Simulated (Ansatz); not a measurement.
# CH9B2InOSi: basis-set convergence

An exercise on one series of results from a longer session: the logs are not shown, and one member is left open.

The runs use Ansatz 0.2.0, Gaussian basis; one geometry, several basis sets.

Levels to be run: PBE0-D4/def2-SVP; ωB97M-V/def2-SVP; PBE0-D4/def2-QZVPP; ωB97M-V/def2-QZVPP; the functionals' def2-TZVPP values are taken from earlier runs.

1 further run of the same task is left out (it didn't finish).

## The relaxed structure

The geometry comes from an earlier relaxation with PBE0-D4 in a triple-zeta def2 set; it is a stationary point, not always the lowest conformer. In takes the def2 core potential; no spin-orbit term is included.

SMILES `BBOC[SiH2][InH2]`, 15 atoms, charge 0, spin multiplicity 1.

Atoms are counted from 1 here; the program's logs count them from 0.

Bond lengths: B1–B2 1.671 Å, B1–H7 1.198 Å, B1–H8 1.199 Å, B2–O3 1.357 Å, B2–H9 1.211 Å, O3–C4 1.454 Å, C4–Si5 1.919 Å, C4–H10 1.092 Å, C4–H11 1.093 Å, Si5–In6 2.568 Å, Si5–H12 1.490 Å, Si5–H13 1.489 Å, In6–H14 1.729 Å, In6–H15 1.729 Å. Angles: B2–B1–H7 121.7°, B2–B1–H8 121.8°, H7–B1–H8 116.3°, B1–B2–O3 123.3°, B1–B2–H9 119.2°, O3–B2–H9 117.5°, B2–O3–C4 122.8°, O3–C4–Si5 105.5°, O3–C4–H10 108.9°, O3–C4–H11 107.3°, Si5–C4–H10 115.8°, Si5–C4–H11 110.6°, H10–C4–H11 108.4°, C4–Si5–In6 88.5°, C4–Si5–H12 109.4°, C4–Si5–H13 109.0°, In6–Si5–H12 118.2°, In6–Si5–H13 121.7° and more.

Geometry (Å):

```xyz
15
CH9B2InOSi
B    -2.59574    1.04574    0.54424
B    -1.48393   -0.18429    0.75003
O    -0.15765   -0.03769    0.50241
C     0.79761   -1.12348    0.65345
Si    1.96936   -0.99094   -0.86003
In    1.16352    1.42467   -1.18894
H    -3.18796    1.19393   -0.48687
H    -2.91104    1.76988    1.44619
H    -1.86566   -1.26814    1.13064
H     0.25155   -2.06414    0.74994
H     1.34722   -0.94637    1.58139
H     1.58007   -2.00722   -1.87842
H     3.36006   -1.30034   -0.42566
H     1.82899    2.68359   -0.20877
H    -0.09643    1.80481   -2.30959
```

Set-up of the first run:

Contents of in.yaml:

```yaml
crystal:
  periodic: [false, false, false]
  atoms:
    - {symbol: B, position_ang: [-2.595736, 1.045744, 0.544242]}
    - {symbol: B, position_ang: [-1.483927, -0.184294, 0.750025]}
    - {symbol: O, position_ang: [-0.157645, -0.037691, 0.502411]}
    - {symbol: C, position_ang: [0.797615, -1.123483, 0.653454]}
    - {symbol: Si, position_ang: [1.969363, -0.990936, -0.860032]}
    - {symbol: In, position_ang: [1.163519, 1.424668, -1.188941]}
    - {symbol: H, position_ang: [-3.187956, 1.193929, -0.486871]}
    - {symbol: H, position_ang: [-2.911035, 1.769879, 1.446188]}
    - {symbol: H, position_ang: [-1.865655, -1.268142, 1.130642]}
    - {symbol: H, position_ang: [0.251551, -2.064139, 0.749937]}
    - {symbol: H, position_ang: [1.347215, -0.946375, 1.581390]}
    - {symbol: H, position_ang: [1.580065, -2.007224, -1.878416]}
    - {symbol: H, position_ang: [3.360058, -1.300337, -0.425658]}
    - {symbol: H, position_ang: [1.828985, 2.683588, -0.208766]}
    - {symbol: H, position_ang: [-0.096428, 1.804813, -2.309593]}
basis:
  gaussian: {orbitals: def2-SVP}
hamiltonian: {xc: pbe0, dispersion: d4}
output: {orbitals: {seedname: orbitals}}
```

The run is started by

```console
$ ansatz run in.yaml --threads 2 --pin off --events-out ev --progress --plain --max-ram 22528MiB --backend cpu
```

Among the steps run: PBE0-D4 in def2-SVP; ωB97M-V in def2-SVP; PBE0-D4 in def2-QZVPP; ωB97M-V in def2-QZVPP.

One table of the session follows, with a row left open; its other results are not shown here.

It belongs to the step «Functionals by basis». 

```
functional       basis  HOMO (eV)  LUMO (eV)
   PBE0-D4    def2-SVP      -6.98      -2.09
   PBE0-D4  def2-TZVPP      -6.98      -2.20
   PBE0-D4  def2-QZVPP      -6.98      -2.21
   ωB97M-V    def2-SVP          ?          ?
   ωB97M-V  def2-TZVPP      -8.98      -0.36
   ωB97M-V  def2-QZVPP      -8.99      -0.39
```

**Question.** Estimate the row for ωB97M-V, def2-SVP.

**Answer.** HOMO (eV): -8.95; LUMO (eV): -0.16. In the column «HOMO (eV)» it lies between ωB97M-V, def2-TZVPP (-8.98) and PBE0-D4, def2-SVP (-6.98).
